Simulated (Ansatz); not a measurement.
# H10OSi4: the cost of one run

All numbers below are computed with Ansatz 0.2.0 (RKS LDA/STO-3G).

## 1. Starting point

Bond lengths: Si1–Si2 2.220 Å, Si2–H3 1.460 Å, Si2–H4 1.460 Å, Si2–H5 1.460 Å, Si1–Si6 2.220 Å, Si6–H7 1.460 Å, Si6–H8 1.460 Å, Si6–H9 1.460 Å, Si1–O10 1.679 Å, O10–H11 1.010 Å, Si1–Si12 2.218 Å, Si12–H13 1.460 Å, Si12–H14 1.460 Å, Si12–H15 1.460 Å. Angles (14 of 25 angles, heavy atoms first): Si2–Si1–Si6 109.5°, Si2–Si1–O10 109.5°, Si2–Si1–Si12 109.5°, Si6–Si1–O10 109.5°, Si6–Si1–Si12 109.5°, O10–Si1–Si12 109.5°, Si1–Si2–H3 109.5°, Si1–Si2–H4 109.5°, Si1–Si2–H5 109.5°, Si1–Si6–H7 109.5°, Si1–Si6–H8 109.5°, Si1–Si6–H9 109.5°, Si1–O10–H11 109.5°, Si1–Si12–H13 109.5°.

Structure file:

```xyz
15

Si    0.0000    0.0000    0.0000
Si    0.0000    0.0000    2.2200
H    -1.3148   -0.4067    2.7074
H     1.0096   -0.9353    2.7074
H     0.3052    1.3420    2.7074
Si    2.0935    0.0000   -0.7393
H     2.5508   -1.3762   -0.9079
H     2.1573    0.6939   -2.0222
H     2.9510    0.6823    0.2255
O    -0.7913    1.3709   -0.5594
H    -1.7491    1.1401   -0.7818
Si   -1.0456   -1.8115   -0.7393
H    -1.7029   -2.4846    0.3772
H    -2.0454   -1.4265   -1.7311
H    -0.0777   -2.7173   -1.3511
```

## 2. Relaxing the start

input.yaml

```yaml
crystal:
  periodic: [false, false, false]
  atoms:
    - { symbol: Si, position_ang: [0.0, 0.0, 0.0] }
    - { symbol: Si, position_ang: [0.0, 0.0, 2.22] }
    - { symbol: H, position_ang: [-1.3148, -0.4067, 2.7074] }
    - { symbol: H, position_ang: [1.0096, -0.9353, 2.7074] }
    - { symbol: H, position_ang: [0.3052, 1.342, 2.7074] }
    - { symbol: Si, position_ang: [2.0935, 0.0, -0.7393] }
    - { symbol: H, position_ang: [2.5508, -1.3762, -0.9079] }
    - { symbol: H, position_ang: [2.1573, 0.6939, -2.0222] }
    - { symbol: H, position_ang: [2.951, 0.6823, 0.2255] }
    - { symbol: O, position_ang: [-0.7913, 1.3709, -0.5594] }
    - { symbol: H, position_ang: [-1.7491, 1.1401, -0.7818] }
    - { symbol: Si, position_ang: [-1.0456, -1.8115, -0.7393] }
    - { symbol: H, position_ang: [-1.7029, -2.4846, 0.3772] }
    - { symbol: H, position_ang: [-2.0454, -1.4265, -1.7311] }
    - { symbol: H, position_ang: [-0.0777, -2.7173, -1.3511] }
basis:
  gaussian: { orbitals: STO-3G }
hamiltonian:
  xc: lda
relax:
  f_tol: 0.02
  max_steps: 40
output:
  orbitals: {}
```

Started as:

```sh
> ansatz run input.yaml --threads 1 --pin off --max-ram 2048MiB --backend cpu --events-out ev --progress --plain --runs-dir out
```

Q: Estimate wall time and peak memory on 1 thread of Arm Neoverse V1, shared host.

About 93 s, with a peak of 0.12 GiB.
